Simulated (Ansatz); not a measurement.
# RPA@PBE/cc-pVTZ run of F2 (fluorine)

What is the electronic atomisation energy of F2 (fluorine) at RPA@PBE/cc-pVTZ? 

The results are computed with Ansatz 0.2.0.

18 further runs of the same task are left out: 18 set aside as unsound or not needed.

## (1) The system as given

F2: 2 atoms, total charge 0, spin state singlet. As SMILES, `FF`. Geometry: relaxed at PBE0-D4/def2-TZVP.

Bond lengths: F1–F2 1.376 Å.

## (2) A single-point energy at RPA@PBE/cc-pVTZ

Contents of in.yaml:

```yaml
basis:
  gaussian:
    orbitals: cc-pVTZ
crystal:
  periodic: [false, false, false]
  atoms:
    - {symbol: F, position_ang: [-0.583900, 0.212400, -0.295000]}
    - {symbol: F, position_ang: [0.583900, -0.212400, 0.295000]}
hamiltonian:
  xc: pbe
correlation:
  method: rpa
  frozen_orbitals: {F: 1}
accuracy: high
```

Launch:

```console
$ ansatz run in.yaml --threads 1 --pin off --max-ram 3480MiB --events-out events.jsonl --progress --plain --runs-dir runs
```

Log:

```text
Warning: RAYON_NUM_THREADS=1 ignored (pool sized by the plan → 1); use --threads N
Functional definition: PBE
  name "PBE"
  parameter kappa = 0.804
  parameter beta = 0.06672455060314922
  exchange = pbe_x(kappa = kappa, mu = beta*pi^2/3)
  correlation = pbe_c(beta = beta)
852 factors; integrals over basis functions are off by at most 2.5e-9 eV
mean field evaluation 1: about -5425.8478 eV, gradient 1.8e1 eV
mean field evaluation 2: about -5425.8510 eV, gradient 1.8e1 eV
mean field evaluation 4: about -5426.1675 eV, gradient 2.0e0 eV
mean field evaluation 8: about -5426.1720 eV, gradient 2.2e-3 eV
mean field evaluation 16: about -5426.1720 eV, gradient 1.1e-7 eV
mean field -5426.17198350 eV, -199.4081424021 hartree, gradient 2.7e-8 eV, S^2 0.000000; 0 other end points of the search recorded, 0 dependent functions left out
2 core orbitals not correlated: weight in the atoms' cores, before any rotation towards them, 1.000 or more for the frozen orbitals, at most 0.000 for the correlated occupied ones
reference -5407.81685790 eV, -198.7336039778 hartree; 7, 7 occupied and 51, 51 virtual orbitals, 852 factors
Total energy: -5428.85048790 eV, -199.5065756232 hartree
```

Wall time 1.3 s (1 thread of Intel Xeon Platinum 8488C (Sapphire Rapids), shared host); peak memory 0.16 GiB.

## (3) The F atom

Contents of input.yaml:

```yaml
crystal:
  periodic: [false, false, false]
  atoms:
    - {symbol: F, position_ang: [0.000000, 0.000000, 0.000000]}
basis:
  gaussian:
    orbitals: cc-pVTZ
hamiltonian:
  xc: {name: PBE}
accuracy: high
magnetization:
  spin_polarized: true
  initial_magnetization: 1
correlation:
  method: rpa
  frozen_orbitals: {F: 1}
```

Run the same way, it converges to -99.73284 Eh (log not shown).

## (4) What came out

Level: RPA@PBE/cc-pVTZ, 2 core orbitals frozen.

| quantity | value |
| --- | --- |
| molecule: total energy | -199.50658 Eh |
| molecule: RPA correlation energy (valence) | -773.0 mEh |
| F atom: total energy | -99.73284 Eh |
| F atom: RPA correlation energy (valence) | -333.9 mEh |
| F atom: ⟨S²⟩ of the reference determinant | 0.751 |
| electronic atomisation energy | 1.113 eV |

In words: Taking the molecule apart into free atoms costs 1.11 eV (26 kcal/mol), before zero-point energy and without spin-orbit coupling.
